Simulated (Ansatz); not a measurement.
# BGeH2: the cost of one run

Method: cc-pVTZ, all electrons in the functionals, frozen cores in the correlation of double hybrids and RPA; program: Ansatz 0.2.0, Gaussian basis.

The runs, in order: wB97M-V, B2PLYP, RPA-PBE, at charge 0, doublet; charge 0, quartet; charge 1, singlet; charge 1, triplet; displaced geometry v1; displaced geometry v2.

15 further runs of the same task are left out: 2 for a known fault of the program, 3 that didn't finish, 10 set aside as unsound or not needed.

## 1. The system

The geometry is a PBE0/def2-TZVP stationary point (not a proven minimum). No spin-orbit coupling is included. The filled d shell of Ge may be among the frozen orbitals whatever the setting's name suggests; the logs give the count.

4 atoms, charge 0, spin multiplicity 2.

Atoms are counted from 1 here; the program's logs count them from 0.

Bond lengths: Ge1–B2 1.885 Å, Ge1–H3 1.520 Å, Ge1–H4 1.520 Å. Angles: B2–Ge1–H3 120.2°, B2–Ge1–H4 120.2°, H3–Ge1–H4 119.5°.

No dispersion term is added; wB97M-V holds VV10 nonlocal correlation.

The geometry shown and the zero of energy belong to the point charge 0, doublet. The yardstick, UCCSD(T), and other wave-function levels (R restricted, U unrestricted, valence and pair active spaces) come from earlier runs.

## 2. wB97M-V, charge 0, doublet

File in.yaml:

```yaml
crystal:
  periodic: [false, false, false]
  atoms:
    - {symbol: Ge, position_ang: [0.000000, 0.000000, -0.220401]}
    - {symbol: B, position_ang: [0.000000, 0.000000, 1.664781]}
    - {symbol: H, position_ang: [0.000000, 1.313392, -0.986177]}
    - {symbol: H, position_ang: [0.000000, -1.313392, -0.986177]}
basis:
  gaussian: {orbitals: cc-pVTZ}
magnetization: {spin_polarized: true, initial_magnetization: 1}
hamiltonian: {xc: {name: wB97M-V}}
output: {forces: true, orbitals: {seedname: orbitals}}
```

Command:

```bash
ansatz run in.yaml --threads 1 --pin off --events-out ev --progress --plain --max-ram 8192MiB --backend cpu
```

What time and memory should one allow on 1 thread of AMD EPYC 7R13, shared host?

About 51 s, with a peak of 0.41 GiB.
